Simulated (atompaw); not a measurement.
# Mg: the cost of one run

The numbers are computed with atompaw 4.2.0.5 (PBEsol, scalar-relativistic, spin-unpolarised reference atom).

**1. Starting point**

Typed settings, in words:

```
element                 : magnesium (Mg, Z = 12)
type                    : PAW
frozen core             : [Ne]
valence charge          : 2
reference configuration : 3s2 3p0
partial waves           : 3s (bound): rc 3.00 bohr; 3s channel at 2.55 Ry: rc 2.40 bohr; 3p (bound, empty): rc 3.00 bohr; 3p channel at 1.75 Ry: rc 3.00 bohr; 3d channel at 0.3 Ry: rc 3.00 bohr
local potential         : ultrasoft scheme with l = 3 at 0 Ry, radius 2.70 bohr
core correction         : smooth core density matched at 2.60 bohr
augmentation charge     : sinc compensation charge, radius 2.30 bohr; PAW radius 3.00 bohr; waves and projectors: custom rrkj gramschmidtortho
```

An earlier all-electron run gives the scale for the radii.

All-electron outer shells of the reference configuration (PBEsol, scalar-relativistic, ld1.x):

```csv
shell,level (eV),outermost node (bohr),outermost maximum (bohr)
2s,-79.59,0.18,0.55
2p,-46.55,–,0.48
3s,-4.68,0.90,2.56
3p,-1.30,0.96,3.50
```

**2. Generation**

Input file Mg.input:

```
Mg 12
GGA-PBESOL scalarrelativistic loggrid 1500 logderivrange -2 5 176
3 3 0 0 0 0
3 1 0
0 0 0
c
c
v
c
v
2
3.00 2.30 2.70 2.60
y
2.55
n
y
1.75
n
y
0.3
n
custom rrkj gramschmidtortho sinc
3 0 ultrasoft
3.00
2.40
3.00
3.00
3.00
PWSCFOUT
UPFDX 0.0125d0 UPFXMIN -7.d0 UPFZMESH 12.d0
END
```

Launch:

```
$ atompaw < Mg.input > Mg.log
```

**Question.** How long does this run take on 1 thread of Intel Xeon 6975P-C, shared host?

About 1.4 s.
